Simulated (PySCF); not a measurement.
# C2H2BCl3: the cost of one run

Computed with PySCF 2.14.0, with density-fitted response routines of our own, on a single molecule in the gas phase. Atoms count from 0, in the outputs and in this text.

### Step 1. The molecule as given

8 atoms, charge 0, multiplicity 1; geometry from: GFN2-xTB. The atoms were then displaced at random by about 0.01 Å, so the start is not that level's minimum.

Bonds of the start (Å): Cl0–C1 1.73, C1–C2 1.34, C2–B3 1.49, B3–Cl4 1.73, B3–Cl5 1.74, C1–H6 1.08, C2–H7 1.09.

### Step 2. Geometry optimisation at PBE0-D3(BJ)/def2-SVP

What the job is given:

```
{"job": {"xc": "PBE0", "basis": "def2-SVP", "d3": "d3bj", "grid": 1, "shake": 0.01, "kind": "geom"}, "charge": 0, "multiplicity": 1}
Cl     2.828250     0.164680    -0.263470
C      1.132770     0.489680    -0.155780
C      0.202590    -0.464990     0.017750
B     -1.262100    -0.185890     0.126020
Cl    -1.921230     1.406840     0.013040
Cl    -2.395210    -1.486840     0.351970
H      0.885900     1.537530    -0.239610
H      0.584170    -1.480140     0.097610
```

On the command line:

```sh
OMP_NUM_THREADS=1 python probes_run.py task.json out
```

The driver reads the jobs from task.json and runs them one after another.

**Question.** How long does this first job take on 1 thread of Arm Neoverse N1, shared host, and how much memory does it need?

About 59 s, with a peak of 0.43 GiB.
